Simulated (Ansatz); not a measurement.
# Na (sc type): a single-point run

The task is a single-point run on Na (sc type).

Method: Kohn-Sham DFT, with the functional, basis and potentials that each input names (as first typed), in Ansatz 0.2.0.

### 1 The structure to begin with

It takes space group Pm-3m (No. 221, cubic). The conventional cell has a = 3.293 Å, b = 3.293 Å, c = 3.293 Å, α = 90.00°, β = 90.00°, γ = 90.00°. Around Na (site symmetry m-3m) lie 6 Na at 3.29 Å.

Structure file:

```
Na
1.0
     3.29328    0.00000    0.00000
     0.00000    3.29328    0.00000
     0.00000    0.00000    3.29328
Na
1
Direct
  0.00000 0.00000 0.00000
```

### 2 The run

input.yaml

```yaml
crystal:
  lattice:
    - [3.2932823598, 0.0, 0.0]
    - [0.0, 3.2932823598, 0.0]
    - [0.0, 0.0, 3.2932823598]
  atoms:
    - { symbol: Na, position: [0.0, 0.0, 0.0] }
kpoints:
  mp_grid: { grid: [12, 12, 12] }
scf:
  occupations: { method: fermi_dirac, width: 0.05 }
  max_iter: 60
hamiltonian:
  xc: lda
  pseudopotentials: { kind: nc }
  hubbard: { sites: [{ species: Na, l: p, u_eff: 20.0 }] }
output:
  forces: true
  stress: true
  eigenvalues: true
```

The run is started by

```sh
> ansatz run input.yaml --threads 1 --pin off --max-ram 2048MiB --backend cpu --events-out ev --progress --plain --runs-dir out
```

What happens when this is run?

The program finished normally, with warnings (filled band counts differ across k points). Convergence says nothing about whether the input makes sense.

In the input, hamiltonian.hubbard.sites is [{species: Na, l: p, u_eff: 20.0}]. A U of this value distorts the shell's occupations and the levels near the Fermi energy.

Run again and compare: delete hamiltonian.hubbard.sites.
